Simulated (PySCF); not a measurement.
# GeH2SCl (SMILES [SH][GeH][Cl]): UMP2/6-31G

What is the vertical ionisation energy of GeH2SCl at UMP2/6-31G? Input form: a Python script.

Program for the calculation: PySCF 2.14.0.

## Step 1: The system as given

GeH2SCl has 5 atoms, charge 0, and is taken as a doublet. As SMILES, `[SH][GeH][Cl]`. The coordinates come from a PBE0-D4/def2-TZVP relaxation. This is one conformer, not always the lowest.

Bond lengths: S1–Ge2 2.217 Å, Ge2–Cl3 2.167 Å, S1–H4 1.344 Å, Ge2–H5 1.553 Å. Angles: S1–Ge2–Cl3 110.3°, S1–Ge2–H5 105.8°, Cl3–Ge2–H5 107.3°, Ge2–S1–H4 93.9°.

## Step 2: The energy at UMP2/6-31G

The input, calc.py:

```python
from pyscf import gto, mp

mol = gto.Mole()
mol.atom = '''
S   -1.509900   0.445000   0.252900
Ge   0.454500  -0.577100   0.354000
Cl   1.716800   0.052900  -1.291100
H   -1.733000   0.086400  -1.022600
H    1.121500  -0.080700   1.665200
'''
mol.spin = 1
mol.verbose = 4
mol.max_memory = 1860
mol.basis = '6-31g'
mol.build()

calc0 = mol.UHF()
calc0.conv_tol = 1e-10
calc0.kernel()
if not calc0.converged:
    calc0 = calc0.newton().run(calc0.mo_coeff, calc0.mo_occ)

pt = mp.MP2(calc0, frozen=19).run()
etot = pt.e_tot
print('E(%s) = %.9f' % ('MP2', etot))
```

On the command line:

```bash
$ OMP_NUM_THREADS=1 python calc.py
```

What it wrote:

```text
PySCF version 2.14.0

[INPUT] num. atoms = 5
[INPUT] num. electrons = 67
[INPUT] charge = 0
[INPUT] spin (= nelec alpha-beta = 2S) = 1
[INPUT] symmetry False subgroup None
[INPUT] Mole.unit = angstrom
[INPUT] Symbol           X                Y                Z      unit          X                Y                Z       unit  Magmom
[INPUT]  1 S     -1.509900000000   0.445000000000   0.252900000000 AA   -2.853297475481   0.840928125431   0.477911736903 Bohr   0.0
[INPUT]  2 Ge     0.454500000000  -0.577100000000   0.354000000000 AA    0.858880523615  -1.090560946486   0.668963048096 Bohr   0.0
[INPUT]  3 Cl     1.716800000000   0.052900000000  -1.291100000000 AA    3.244281810653   0.099966511989  -2.439825399426 Bohr   0.0
[INPUT]  4 H     -1.733000000000   0.086400000000  -1.022600000000 AA   -3.274895373871   0.163272337162  -1.932433934980 Bohr   0.0
[INPUT]  5 H      1.121500000000  -0.080700000000   1.665200000000 AA    2.119327848700  -0.152500898252   3.146771942626 Bohr   0.0

nuclear repulsion = 327.118855909107
number of shells = 29
number of NR pGTOs = 190
number of NR cGTOs = 57
basis = 6-31g
ecp = {}

[... 77 lines left out ...]
converged SCF energy = -2933.15369493551  <S^2> = 0.75522931  2S+1 = 2.0052225
[... 1 line left out ...]
******** <class 'pyscf.mp.ump2.UMP2'> ********
nocc = (np.int64(15), np.int64(14)), nmo = (38, 38)
frozen orbitals 19
E(UMP2) = -2933.43945953123  E_corr = -0.28576459571417
E(SCS-UMP2) = -2933.42512615953  E_corr = -0.271431224013655
E_corr(same-spin) = -0.0824841817423265
E_corr(oppo-spin) = -0.203280413971844
E(MP2) = -2933.439459531
```

Run time: 1.9 s. Hardware: 1 thread of Arm Neoverse V1, shared host; peak memory 0.14 GiB.

## Step 3: The singlet cation

The input, start.xyz:

```xyz
5
ClGeH2S
S     -1.509900     0.445000     0.252900
Ge     0.454500    -0.577100     0.354000
Cl     1.716800     0.052900    -1.291100
H     -1.733000     0.086400    -1.022600
H      1.121500    -0.080700     1.665200
```

The input, job.py:

```python
from pyscf import gto, scf, mp

system = gto.M(
    atom='start.xyz',
    max_memory=1860,
    charge=1,
    basis='6-31g',
    verbose=3,
)

myscf = scf.RHF(system)
myscf.conv_tol = 1e-10
myscf.kernel()
if not myscf.converged:
    myscf = myscf.newton().run(myscf.mo_coeff, myscf.mo_occ)

pt = mp.MP2(myscf, frozen=19).run()
energy = pt.e_tot
print(f'total energy: {energy:.8f} hartree')
```

On the command line:

```bash
$ OMP_NUM_THREADS=1 python job.py
```

What it wrote:

```text
converged SCF energy = -2932.82501079154
E(RMP2) = -2933.13096743048  E_corr = -0.305956638939298
E(SCS-RMP2) = -2933.11675014683  E_corr = -0.29173935529239
total energy: -2933.13096743 hartree
```

It took 1.7 s on 1 thread of Arm Neoverse V1, shared host; peak memory 0.14 GiB.

## Step 4: Outcome

At UMP2/6-31G, 19 core orbitals frozen:

```
                                                                   quantity           value
                                              doublet GeH2SCl: total energy  -2933.43946 Eh
                      doublet GeH2SCl: dipole moment (Hartree–Fock density)          2.41 D
doublet GeH2SCl: HOMO energy (Hartree–Fock orbitals) (highest over α and β)        -9.60 eV
 doublet GeH2SCl: LUMO energy (Hartree–Fock orbitals) (lowest over α and β)        -0.47 eV
              doublet GeH2SCl: correlation energy (19 core orbitals frozen)      -285.8 mEh
                         doublet GeH2SCl: ⟨S²⟩ of the reference determinant           0.755
                                               singlet cation: total energy  -2933.13097 Eh
                        singlet cation: HOMO energy (Hartree–Fock orbitals)       -17.01 eV
                        singlet cation: LUMO energy (Hartree–Fock orbitals)        -8.14 eV
                      singlet cation: HOMO–LUMO gap (Hartree–Fock orbitals)         8.87 eV
               singlet cation: correlation energy (19 core orbitals frozen)      -306.0 mEh
                         vertical ionisation energy (to the singlet cation)        8.394 eV
```

In words: The vertical ionisation energy comes to 8.39 eV (194 kcal/mol). Only the singlet of the ionised species was computed; a triplet could lie lower. Mulliken charges (doublet GeH2SCl) of the mean-field density run from -0.40 on Cl3 to +0.72 on Ge2.
